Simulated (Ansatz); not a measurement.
**Sr2C: how the settings move a single-point run**

Aim: see which settings change the result for Sr2C, by how much, and at what cost. The cell is built on a prototype (antifluorite) and needn't be the phase found in nature.

Method: reference: DFT, PBEsol, plane waves, PAW, in Ansatz 0.2.0.

3 further runs of the same task are left out: 2 for a known fault of the program, 1 that didn't finish.

### 1 The starting structure

It takes space group Fm-3m (No. 225, cubic). Conventional cell: a = 6.720 Å, b = 6.720 Å, c = 6.720 Å, α = 90.00°, β = 90.00°, γ = 90.00°. Around C (site symmetry m-3m) lie 8 Sr at 2.91 Å. Sr (site symmetry -43m) is surrounded by 4 C at 2.91 Å.

Coordinates:

```xyz
3
Lattice="0.0000 3.3601 3.3601 3.3601 0.0000 3.3601 3.3601 3.3601 0.0000" Properties=species:S:1:pos:R:3 pbc="T T T"
C     0.0000    0.0000    0.0000
Sr    1.6801    1.6801    1.6801
Sr    5.0402    5.0402    5.0402
```

### 2 Reference

input.yaml

```yaml
crystal:
  lattice:
    - [0.0, 3.3601424449, 3.3601424449]
    - [3.3601424449, 0.0, 3.3601424449]
    - [3.3601424449, 3.3601424449, 0.0]
  atoms:
    - { symbol: C, position: [0.0, 0.0, 0.0] }
    - { symbol: Sr, position: [0.25, 0.25, 0.25] }
    - { symbol: Sr, position: [0.75, 0.75, 0.75] }
kpoints:
  mp_grid: { grid: [4, 4, 4] }
hamiltonian:
  xc: pbesol
scf:
  occupations: { method: fermi_dirac, width: 0.02 }
  n_extra_bands: 4
output:
  forces: true
  stress: true
  eigenvalues: true
  write_density: true
  write_potential: true
  elf: true
  volumetric_format: npy
```

Command:

```sh
> ansatz run input.yaml --threads 4 --pin off --max-ram 3686MiB --backend cpu --events-out ev --progress --plain --runs-dir out
```

### 3 Variant: ecutwfc 250

input.yaml, as its differences from that of step 2:

```diff
@@ -20,5 +20,3 @@
   eigenvalues: true
-  write_density: true
-  write_potential: true
-  elf: true
-  volumetric_format: npy
+basis:
+  ecutwfc: 250
```

### 4 Changing settings: preconditioner kerker

input.yaml, as its differences from that of step 2:

```diff
@@ -16,2 +16,3 @@
   n_extra_bands: 4
+  mixing: { preconditioner: kerker }
 output:
@@ -20,5 +21 @@
   eigenvalues: true
-  write_density: true
-  write_potential: true
-  elf: true
-  volumetric_format: npy
```

### 5 Changing settings: mp_grid.grid [3, 3, 3]

input.yaml, as its differences from that of step 2:

```diff
@@ -10,3 +10,3 @@
 kpoints:
-  mp_grid: { grid: [4, 4, 4] }
+  mp_grid: { grid: [3, 3, 3] }
 hamiltonian:
@@ -20,5 +20 @@
   eigenvalues: true
-  write_density: true
-  write_potential: true
-  elf: true
-  volumetric_format: npy
```

### 6 Changing settings: xc_grid 1

input.yaml, as its differences from that of step 2:

```diff
@@ -20,5 +20,3 @@
   eigenvalues: true
-  write_density: true
-  write_potential: true
-  elf: true
-  volumetric_format: npy
+basis:
+  xc_grid: 1
```

### 7 Changing settings: mp_grid.grid [5, 5, 5]

input.yaml, as its differences from that of step 2:

```diff
@@ -10,3 +10,3 @@
 kpoints:
-  mp_grid: { grid: [4, 4, 4] }
+  mp_grid: { grid: [5, 5, 5] }
 hamiltonian:
@@ -20,5 +20 @@
   eigenvalues: true
-  write_density: true
-  write_potential: true
-  elf: true
-  volumetric_format: npy
```

### 8 Variant: occupations.method cold, occupations.width 0.2

input.yaml, as its differences from that of step 2:

```diff
@@ -14,3 +14,3 @@
 scf:
-  occupations: { method: fermi_dirac, width: 0.02 }
+  occupations: { method: cold, width: 0.2 }
   n_extra_bands: 4
@@ -20,5 +20 @@
   eigenvalues: true
-  write_density: true
-  write_potential: true
-  elf: true
-  volumetric_format: npy
```

Before running it: what results should come out? Wanted: for each run, ending; energy change; pressure; gap; force.

As calculated:

| run | ending | energy change | pressure (GPa) | gap (eV) | force (eV/Å) | cycles | time |
| --- | --- | --- | --- | --- | --- | --- | --- |
| reference | converged | 0 | -1.8 | 0.00 | 0.00 | 7 | 0.74 s |
| 1: ecutwfc 250 | converged | +169.9 meV/atom | -2.0 | 0.00 | 0.00 | 7 | 0.47 s |
| 2: preconditioner kerker | converged | 0.0 meV/atom | -1.8 | 0.00 | 0.00 | 8 | 0.62 s |
| 3: mp_grid.grid [3, 3, 3] | converged | +0.1 meV/atom | -1.3 | 0.17 | 0.00 | 7 | 0.51 s |
| 4: xc_grid 1 | converged | 0.0 meV/atom | -1.8 | 0.00 | 0.00 | 7 | 0.6 s |
| 5: mp_grid.grid [5, 5, 5] | converged | +3.6 meV/atom | -1.3 | 0.00 | 0.00 | 6 | 0.66 s |
| 6: occupations.method cold, occupations.width 0.2 | converged | -1.2 meV/atom (σ→0) | -1.7 | 0.00 | 0.00 | 7 | 0.63 s |

Times don't compare one to one where runs were asked for different outputs or read a saved state (see the inputs); cycles may leave out searches for a lower state.

Residual by cycle in the longest SCF loop of each run; runs are numbered as in the table. The quantity is the density residual dr2, in eV.

| cycle | reference | run 1 | run 2 | run 3 | run 4 | run 5 | run 6 |
| --- | --- | --- | --- | --- | --- | --- | --- |
| 1 | 0.0907 | 0.339 | 0.0907 | 0.0207 | 0.0907 | 0.0175 | 0.0677 |
| 2 | 0.00452 | 0.0254 | 0.0216 | 0.0214 | 0.00452 | 0.00292 | 0.00894 |
| 3 | 0.00107 | 0.00384 | 0.00188 | 0.00553 | 0.00107 | 7.3e-4 | 0.00192 |
| 4 | 1.1e-4 | 1.3e-4 | 0.00139 | 8.0e-4 | 1.1e-4 | 4.5e-6 | 9.9e-5 |
| 5 | 6.6e-6 | 5.3e-6 | 1.4e-4 | 4.3e-5 | 6.6e-6 | 5.9e-7 | 6.4e-6 |
| 6 | 1.8e-7 | 6.1e-7 | 5.0e-6 | 4.5e-7 | 1.8e-7 | 7.8e-9 | 6.3e-7 |
| 7 | 6.2e-10 | 9.5e-10 | 4.3e-7 | 3.7e-9 | 5.4e-10 | - | 2.0e-9 |
| 8 | - | - | 4.5e-9 | - | - | - | - |

**Reading.** Run 1 ran under the cutoff that the potentials recommend, as the log warns, so basis error is mixed into its values, and swamps them where the cutoff is far short.
